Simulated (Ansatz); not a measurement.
# TiC: the cost of one run

Computed with Ansatz 0.2.0 (DFT PBEsol, frozen-core PAW and all-electron LAPW, scalar-relativistic unless said, unless a step's input says otherwise).

The COD entry's cell or inner coordinates are ideal or old and differ from later refinements, so a difference from it is no clean test against experiment.

2 further runs of the same task are left out: 1 that didn't finish, 1 set aside as unsound or not needed.

### Step 1. The starting structure

It takes space group Fm-3m (No. 225, cubic). Conventional cell: a = 4.319 Å, b = 4.319 Å, c = 4.319 Å, α = 90.00°, β = 90.00°, γ = 90.00°. Around Ti (site symmetry m-3m) lie 6 C at 2.16 Å. C (site symmetry m-3m) is surrounded by 6 Ti at 2.16 Å.

Coordinates:

```
CELL_PARAMETERS angstrom
0.00000 2.15930 2.15930
2.15930 0.00000 2.15930
2.15930 2.15930 0.00000
ATOMIC_POSITIONS crystal
Ti 0.00000 0.00000 0.00000
C 0.50000 0.50000 0.50000
```

Cartesian axes are those of the input's lattice vectors. The structure goes back to a database entry.

### Step 2. Cell and atoms relaxed, PAW

The input, input.yaml:

```yaml
crystal:
  lattice:
    - [0.0, 2.1593, 2.1593]
    - [2.1593, 0.0, 2.1593]
    - [2.1593, 2.1593, 0.0]
  atoms:
    - { symbol: Ti, position: [0.0, 0.0, 0.0] }
    - { symbol: C, position: [0.5, 0.5, 0.5] }
kpoints:
  mp_grid: { grid: [18, 18, 18] }
scf:
  occupations: { method: fermi_dirac, width: 0.08 }
hamiltonian:
  xc: pbesol
  pseudopotentials: { kind: paw }
relax:
  f_tol: 0.002
  max_steps: 80
  cell: {}
output:
  forces: true
  stress: true
```

The run is started by

```console
> ansatz run input.yaml --threads 1 --pin off --max-ram 2560MiB --backend cpu --events-out ev --progress --plain --runs-dir out
```

What time and memory should one allow on 1 thread of Arm Neoverse V1, shared host?

About 12 s, with a peak of 0.34 GiB.
